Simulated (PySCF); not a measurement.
# C5H10OSi: the cost of one run

Programs: PySCF 2.14.0, with density-fitted response routines of our own. Each step states its level of theory. These are calculated values for one molecule in the gas phase, unless marked as measured. Atoms are numbered from 0 throughout.

### Step 1. The starting structure

17 atoms, charge 0, multiplicity 1; geometry from: GFN2-xTB.

Bonds of the start (Å): C0–C1 1.32, C1–C2 1.50, C2–C3 1.50, C3–C4 1.32, C4–O5 1.35, O5–Si6 1.63, C0–H7 1.08, C0–H8 1.08, C1–H9 1.08, C2–H10 1.10, C2–H11 1.09, C3–H12 1.08, C4–H13 1.08, Si6–H14 1.46, Si6–H15 1.45, Si6–H16 1.46.

### Step 2. Excited states and response: CAM-B3LYP/def2-SVPD

What the job is given:

```
{"job": {"kind": "uv", "xc": "CAM-B3LYP", "basis": "def2-SVPD", "nstates": 8, "ntriplets": 3}, "charge": 0, "multiplicity": 1}
C     -3.032269     1.187271    -0.593907
C     -2.166910     0.437594     0.061876
C     -1.216095    -0.522434    -0.580260
C      0.215596    -0.300939    -0.186284
C      0.694128     0.839747     0.284537
O      1.970940     1.072139     0.642545
Si     3.301483     0.138551     0.689311
H     -3.713040     1.850348    -0.087698
H     -3.099913     1.166836    -1.669567
H     -2.117481     0.474846     1.142281
H     -1.495141    -1.540730    -0.287567
H     -1.308410    -0.463600    -1.669694
H      0.886713    -1.138288    -0.319094
H      0.066570     1.712784     0.423058
H      3.108013    -1.007607     1.580582
H      4.248007     1.114030     1.203109
H      3.650811    -0.359057    -0.643137
```

Level: TDDFT CAM-B3LYP/def2-SVPD, vertical, gas phase, core orbitals frozen in the response.

Run with:

```bash
OMP_NUM_THREADS=1 python probes_run.py task.json out
```

This one command runs all jobs of the session in turn.

**Question.** How long does this job take on 1 thread of Arm Neoverse V1, shared host, and how much memory does it need?

About 49 s, with a peak of 1.1 GiB.
